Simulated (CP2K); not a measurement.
# GeW (Fm-3m) in CP2K: notebook

The runs below take GeW through relaxation of cell and atoms, with PBE, LDA, PBEsol, BEEF-vdW.

Everything below comes from runs of CP2K 2026.2. Logs are shortened: lines on timing, memory, paths and dates and some standing lists are left out, and cuts for length are marked.

## Step 1: The crystal as given

The structure is cubic, space group Fm-3m (No. 225). The conventional cell has a = 5.155 Å, b = 5.155 Å, c = 5.155 Å, α = 90.00°, β = 90.00°, γ = 90.00°. Ge (site symmetry m-3m) is surrounded by 6 W at 2.58 Å. W (site symmetry m-3m) has 6 Ge at 2.58 Å as nearest neighbours.

The cell was built by a generator and needn't be a form met in nature.

## Step 2: Relaxation of cell and atoms, PBE

Input file gew_vcrelax.inp:

```
&GLOBAL
  PROJECT gew_vcrelax
  RUN_TYPE CELL_OPT
  PRINT_LEVEL LOW
&END GLOBAL
&FORCE_EVAL
  METHOD QS
  STRESS_TENSOR ANALYTICAL
  &DFT
    BASIS_SET_FILE_NAME BASIS_MOLOPT_UZH
    POTENTIAL_FILE_NAME POTENTIAL_UZH
    &MGRID
      CUTOFF 675
      REL_CUTOFF 60
      NGRIDS 5
    &END MGRID
    &QS
      METHOD GPW
      EPS_DEFAULT 1.0E-10
      EXTRAPOLATION USE_PREV_P
    &END QS
    &KPOINTS
      SCHEME MONKHORST-PACK 7 7 7
      GAMMA_CENTERED T
    &END KPOINTS
    &SCF
      SCF_GUESS ATOMIC
      EPS_SCF 1.0E-6
      MAX_SCF 100
      ADDED_MOS 13
      CHOLESKY OFF
      EPS_EIGVAL 1.0E-7
      &DIAGONALIZATION ON
        ALGORITHM STANDARD
      &END DIAGONALIZATION
      &MIXING ON
        METHOD BROYDEN_MIXING
        ALPHA 0.4
        BETA 1.5
        NBUFFER 8
      &END MIXING
      &SMEAR ON
        METHOD FERMI_DIRAC
        ELECTRONIC_TEMPERATURE [K] 580.226
      &END SMEAR
    &END SCF
    &XC
      &XC_FUNCTIONAL PBE
      &END XC_FUNCTIONAL
    &END XC
    &PRINT
      &KPOINTS ON
      &END KPOINTS
      &MULLIKEN ON
        &EACH
          CELL_OPT 0
        &END EACH
        ADD_LAST NUMERIC
      &END MULLIKEN
      &MO ON
        ENERGIES T
        OCCUPATION_NUMBERS T
        &EACH
          QS_SCF 0
          CELL_OPT 0
        &END EACH
        ADD_LAST NUMERIC
      &END MO
      &LOWDIN ON
        &EACH
          CELL_OPT 0
        &END EACH
        ADD_LAST NUMERIC
      &END LOWDIN
      &HIRSHFELD ON
        SHAPE_FUNCTION DENSITY
        &EACH
          CELL_OPT 0
        &END EACH
        ADD_LAST NUMERIC
      &END HIRSHFELD
    &END PRINT
  &END DFT
  &SUBSYS
    &CELL
      ABC 3.6452910205 3.6452910205 3.6452910205
      ALPHA_BETA_GAMMA 59.9999999990 59.9999999992 59.9999999990
      PERIODIC XYZ
    &END CELL
    &COORD
      SCALED
      Ge  0.5000000000 0.5000000000 0.5000000000
      W   0.0000000000 0.0000000000 0.0000000000
    &END COORD
    &KIND Ge
      BASIS_SET TZVP-MOLOPT-PBE-GTH-q4
      POTENTIAL GTH-PBE-q4
    &END KIND
    &KIND W
      BASIS_SET TZVP-MOLOPT-PBE-GTH-q14
      POTENTIAL GTH-PBE-q14
    &END KIND
    &PRINT
      &ATOMIC_COORDINATES ON
      &END ATOMIC_COORDINATES
      &CELL ON
      &END CELL
    &END PRINT
  &END SUBSYS
  &PRINT
    &FORCES ON
    &END FORCES
    &STRESS_TENSOR ON
    &END STRESS_TENSOR
  &END PRINT
&END FORCE_EVAL
&MOTION
  &CELL_OPT
    OPTIMIZER BFGS
    MAX_ITER 40
    MAX_FORCE [eV*angstrom^-1] 0.03
    RMS_FORCE [eV*angstrom^-1] 0.03
    MAX_DR 1.0E-2
    RMS_DR 1.0E-2
    EXTERNAL_PRESSURE [bar] 0.0
    PRESSURE_TOLERANCE [bar] 500
    KEEP_SPACE_GROUP T
  &END CELL_OPT
  &PRINT
    &TRAJECTORY ON
    &END TRAJECTORY
    &CELL ON
    &END CELL
    &FORCES ON
    &END FORCES
    &STRESS ON
    &END STRESS
    &RESTART OFF
    &END RESTART
    &RESTART_HISTORY OFF
    &END RESTART_HISTORY
  &END PRINT
&END MOTION
```

Potentials or basis: POTENTIAL_UZH Ge GTH-PBE-q4, W GTH-PBE-q14; TZVP-MOLOPT-PBE-GTH basis.

On the command line:

```console
OMP_NUM_THREADS=1 cp2k.psmp -i gew_vcrelax.inp -o gew_vcrelax.out
```

gew_vcrelax.out:

```text

 CP2K| version string:                                       CP2K version 2026.2
 CP2K| Input file name                                           gew_vcrelax.inp

 GLOBAL| Force Environment number                                              1
 GLOBAL| Basis set file name                                    BASIS_MOLOPT_UZH
 GLOBAL| Potential file name                                       POTENTIAL_UZH
 GLOBAL| MM Potential file name                                     MM_POTENTIAL
 GLOBAL| Coordinate file name                                      __STD_INPUT__
 GLOBAL| Method name                                                        CP2K
 GLOBAL| Project name                                                gew_vcrelax
 GLOBAL| Run type                                                       CELL_OPT
 GLOBAL| FFT library                                                       FFTW3
 GLOBAL| Diagonalization library                                       ScaLAPACK
 GLOBAL| Cholesky decomposition library                                ScaLAPACK
 GLOBAL| DGEMM library                                                      BLAS
 GLOBAL| Direct generalized diagonalization requested                          F
 GLOBAL| Matrix multiplication library                                 ScaLAPACK
 GLOBAL| Global print level                                                  LOW
 GLOBAL| Total number of message passing processes                             1
 GLOBAL| Number of threads for this process                                    1
 GLOBAL| CPU model name                          AMD EPYC 9R45 96-Core Processor

 CELL| Volume [angstrom^3]:                                            34.251660
 CELL| Vector a [angstrom]:       3.645     0.000     0.000   |a| =     3.645291
 CELL| Vector b [angstrom]:       1.823     3.157     0.000   |b| =     3.645291
 CELL| Vector c [angstrom]:       1.823     1.052     2.976   |c| =     3.645291
 CELL| Angle (b,c), alpha [degree]:                                    60.000000
 CELL| Angle (a,c), beta  [degree]:                                    60.000000
 CELL| Angle (a,b), gamma [degree]:                                    60.000000
 CELL| Numerically orthorhombic:                                              NO
 CELL| Periodicity                                                           XYZ

 CELL_REF| Volume [angstrom^3]:                                        34.251660
 CELL_REF| Vector a [angstrom     3.645     0.000     0.000   |a| =     3.645291
 CELL_REF| Vector b [angstrom     1.823     3.157     0.000   |b| =     3.645291
 CELL_REF| Vector c [angstrom     1.823     1.052     2.976   |c| =     3.645291
 CELL_REF| Angle (b,c), alpha [degree]:                                60.000000
 CELL_REF| Angle (a,c), beta  [degree]:                                60.000000
 CELL_REF| Angle (a,b), gamma [degree]:                                60.000000
 CELL_REF| Numerically orthorhombic:                                          NO
 CELL_REF| Periodicity                                                       XYZ

 GENERATE|  Preliminary Number of Bonds generated:                             0
 GENERATE|  Achieved consistency in connectivity generation.

 *******************************************************************************
 *******************************************************************************
 **            Copyright (C) by CP2K developers group (2000-2026)             **
 *******************************************************************************

 TOTAL NUMBERS AND MAXIMUM NUMBERS

  Total number of            - Atomic kinds:                                   2
                             - Atoms:                                          2
                             - Shell sets:                                     2
                             - Shells:                                        18
                             - Primitive Cartesian functions:                 10
                             - Cartesian basis functions:                     59
                             - Spherical basis functions:                     52

  Maximum angular momentum of- Orbital basis functions:                        3
                             - Local part of the GTH pseudopotential:          2
                             - Non-local part of the GTH pseudopotential:      4

 MODULE QUICKSTEP: ATOMIC COORDINATES IN ANGSTROM

   Atom Kind Element         X             Y             Z       Z(eff)     Mass
      1    1 Ge   32      3.645291      2.104610      1.488184   4.0000  72.6400
      2    2 W    74      0.000000      0.000000      0.000000  14.0000 183.8400

 SCF PARAMETERS         Density guess:                                    ATOMIC
                        --------------------------------------------------------
                        max_scf:                                             100
[... 332 lines left out ...]
 OPT|
 OPT| Pressure deviation [bar]                                   5546.3218510702
 OPT| Pressure tolerance [bar]                                    500.0000000000
 OPT| Pressure is converged                                                   NO
 OPT| **************************************************************************

 --------------------------
 OPTIMIZATION STEP:      2
 --------------------------

 CELL| Volume [angstrom^3]:                                            34.376766
 CELL| Vector a [angstrom]:       3.649     0.000     0.000   |a| =     3.648760
 CELL| Vector b [angstrom]:       1.823     3.161     0.000   |b| =     3.648761
 CELL| Vector c [angstrom]:       1.823     1.052     2.981   |c| =     3.648761
 CELL| Angle (b,c), alpha [degree]:                                    60.041934
 CELL| Angle (a,c), beta  [degree]:                                    60.031456
 CELL| Angle (a,b), gamma [degree]:                                    60.031454
 CELL| Numerically orthorhombic:                                              NO
 CELL| Periodicity                                                           XYZ

 *** WARNING in qs_wf_history_methods.F:805 :: Change in cell ***
 *** neighborlist: might affect quality of initial guess      ***

 *** WARNING in qs_wf_history_methods.F:805 :: Change in cell ***
 *** neighborlist: might affect quality of initial guess      ***

 [... this warning repeats ...]

 Extrapolation method: previous_p

 Number of electrons:                                                         18
 Number of occupied orbitals:                                                  9
 Number of molecular orbitals:                                                22
[... 79 lines left out ...]
 OPT| **************************************************************************
 OPT| Step number                                                              2
 OPT| Optimization method                                                   BFGS
 OPT| Total energy [hartree]                                      -72.0159998757
 OPT| Internal pressure [bar]                                      31.3099642066
 OPT| Effective energy change [hartree]                            -0.0000070802
 OPT| Predicted energy change [hartree]                            -0.0000070901
 OPT| Scaling factor                                                0.0000000000
 OPT| Step size                                                     0.0071603188
 OPT| Trust radius                                                  0.4724315332
 OPT| Decrease in energy                                                     YES
 OPT|
 OPT| Maximum step size                                             0.0071603188
 OPT| Convergence limit for maximum step size                       0.0100000000
 OPT| Maximum step size is converged                                         YES
 OPT|
 OPT| RMS step size                                                 0.0033043375
 OPT| Convergence limit for RMS step size                           0.0100000000
 OPT| RMS step size is converged                                             YES
 OPT|
 OPT| Maximum gradient                                              0.0000043850
 OPT| Convergence limit for maximum gradient                        0.0005834072
 OPT| Maximum gradient is converged                                          YES
 OPT|
 OPT| RMS gradient                                                  0.0000020236
 OPT| Convergence limit for RMS gradient                            0.0005834072
 OPT| RMS gradient is converged                                              YES
 OPT|
 OPT| Pressure deviation [bar]                                     31.3099642066
 OPT| Pressure tolerance [bar]                                    500.0000000000
 OPT| Pressure is converged                                                  YES
 OPT| **************************************************************************

 *******************************************************************************
 ***                    GEOMETRY OPTIMIZATION COMPLETED                      ***
 *******************************************************************************

 write_final_structure: Optimization converged, writing XYZ file gladly:
  gew_vcrelax-FINAL-1_2.xyz

 write_final_structure: Optimization converged, writing CIF file gladly:
  gew_vcrelax-FINAL-1_2.cif

 write_final_structure: Done!

                    Reevaluating energy at the minimum

 CELL| Volume [angstrom^3]:                                            34.376766
 CELL| Vector a [angstrom]:       3.649     0.000     0.000   |a| =     3.648760
 CELL| Vector b [angstrom]:       1.823     3.161     0.000   |b| =     3.648761
 CELL| Vector c [angstrom]:       1.823     1.052     2.981   |c| =     3.648761
 CELL| Angle (b,c), alpha [degree]:                                    60.041934
 CELL| Angle (a,c), beta  [degree]:                                    60.031456
 CELL| Angle (a,b), gamma [degree]:                                    60.031454
 CELL| Numerically orthorhombic:                                              NO
 CELL| Periodicity                                                           XYZ
[... 421 lines left out ...]
 MO|     21               1.159282              31.545660               0.000000
 MO|     22               1.251404              34.052422               0.000000
 MO| Sum:                                                              17.374587
 MO| E(Fermi):            0.402447 a.u.         10.951152 eV

 [... the levels of further k-points ...]

 !-----------------------------------------------------------------------------!
                     Mulliken Population Analysis

 #  Atom  Element  Kind  Atomic population                           Net charge
       1     Ge       1          4.926753                             -0.926753
       2     W        2         13.073247                              0.926753
 # Total charge                             18.000000                  0.000000

 !-----------------------------------------------------------------------------!

 !-----------------------------------------------------------------------------!
                           Hirshfeld Charges

  #Atom  Element  Kind  Ref Charge     Population                    Net charge
      1       Ge     1       4.000          4.088                        -0.088
      2       W      2      14.000         13.912                         0.088

  Total Charge                                                           -0.000
 !-----------------------------------------------------------------------------!

 LOWDIN POPULATION ANALYSIS

 #  Atom  Element  Kind  Atomic population                           Net charge
       1     Ge       1          3.190214                              0.809786
       2     W        2         14.809786                             -0.809786
 # Total charge                             18.000000                  0.000000

 ENERGY| Total FORCE_EVAL ( QS ) energy [hartree]            -72.015999875721661
```

Run time: 2.2 min. Hardware: 1 thread of AMD EPYC 9R45 (Zen 5), shared host; peak memory 0.46 GiB.

Results:

```yaml
Free_energy: -1959.6550 eV
Relaxed_volume: 17.19 Å³/atom
Relaxed_cell: a = 3.649 Å, b = 3.649 Å, c = 3.649 Å, α = 60.04°, β = 60.03°, γ = 60.03°
Space_group_after_relaxing_to_0.05_Å: Fm-3m (No. 225)
Energy_gained_by_relaxing: 0.1 meV/atom
Ionic_steps: 4
Pressure_after_relaxing: 0.0 GPa
Band_gap_on_the_k_mesh: none (metal or under the smearing width)
Mulliken_charges: Ge -0.93; W +0.93 e
Hirshfeld_charges: Ge -0.09; W +0.09 e
```

The path:
```
step  energy change (eV)  largest force (eV/Å)  volume (Å³)
   1              0.0000                0.0000        34.25
   2              0.0000                0.0000        34.27
   3             -0.0002                0.0000        34.38
   4             -0.0002                0.0000        34.38
```

Final structure:
```
Ge W
1.0
     3.64876    0.00000    0.00000
     1.82265    3.16092    0.00000
     1.82265    1.05230    2.98062
Ge W
1 1
Cartesian
  3.6470 2.1066 1.4903
  0.0000 0.0000 0.0000
```

Caveat: Mulliken charges move with the basis; the basis of atomic orbitals isn't converged, which shifts pressures, moduli and gaps. The run has no spin-orbit coupling, so splittings on W are missing.

(Continued in part 2 of 2.)
